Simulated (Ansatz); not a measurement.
# ClF2H4NSi: the cost of one run

Method: PBE0-D4, def2-SVP first, then def2-TZVP; program: Ansatz 0.2.0, Gaussian basis.

152 further runs of the same task are left out: 152 set aside as unsound or not needed. Runs told in other sessions of the task aren't counted.

**1. Where the work starts**

The guess: 9 atoms, charge 0, spin multiplicity 1.

Atoms are counted from 1 here; the program's logs count them from 0.

Bond lengths: Si1–N2 1.815 Å, Si1–F3 1.611 Å, Si1–F4 1.584 Å, Si1–H5 1.426 Å, N2–H6 1.179 Å, N2–H8 1.015 Å, N2–H9 1.018 Å. Angles: N2–Si1–F3 99.4°, N2–Si1–F4 104.0°, N2–Si1–H5 121.1°, F3–Si1–F4 99.7°, F3–Si1–H5 105.8°, F4–Si1–H5 122.2°, Si1–N2–H6 95.6°, Si1–N2–H8 115.6°, Si1–N2–H9 113.5°, H6–N2–H8 111.8°, H6–N2–H9 111.2°, H8–N2–H9 108.7°.

Coordinates:

```xyz
9

Si   -0.7952   -0.4016   -0.2139
N     0.9521    0.0825   -0.1330
F    -0.6856   -1.6106   -1.2724
F    -1.0260   -1.2306    1.1160
H    -1.7818    0.4850   -0.7369
H     0.7810    1.0144    0.5686
Cl   -0.3641    1.9245    1.3731
H     1.3742    0.3490   -1.0166
H     1.5456   -0.6126    0.3151
```

Distances that are to change: Si1–Cl7 2.85 Å, N2–H6 1.18 Å, Si1–N2 1.81 Å, H6–Cl7 1.67 Å.

**2. Relaxing the guess with the reacting distances held**

Contents of hold/in.yaml:

```yaml
crystal:
  periodic: [false, false, false]
  atoms:
    - {symbol: Si, position_ang: [-0.795200, -0.401600, -0.213900]}
    - {symbol: N, position_ang: [0.952100, 0.082500, -0.133000]}
    - {symbol: F, position_ang: [-0.685600, -1.610600, -1.272400]}
    - {symbol: F, position_ang: [-1.026000, -1.230600, 1.116000]}
    - {symbol: H, position_ang: [-1.781800, 0.485000, -0.736900]}
    - {symbol: H, position_ang: [0.781000, 1.014400, 0.568600]}
    - {symbol: Cl, position_ang: [-0.364100, 1.924500, 1.373100]}
    - {symbol: H, position_ang: [1.374200, 0.349000, -1.016600]}
    - {symbol: H, position_ang: [1.545600, -0.612600, 0.315100]}
basis:
  gaussian: {orbitals: def2-SVP}
hamiltonian: {xc: pbe0, dispersion: d4}
relax: {f_tol: 0.04, max_steps: 150, escape_saddle: false, constraints: [{distance: [0, 6]}, {distance: [1, 5]}, {distance: [0, 1]}, {distance: [5, 6]}]}
```

Command:

```sh
ansatz run in.yaml --threads 4 --pin off --events-out ev --progress --plain --max-ram 9574MiB
```

**Question.** How long does this run take on 4 threads of Arm Neoverse V2, shared host?

About 6.5 s.
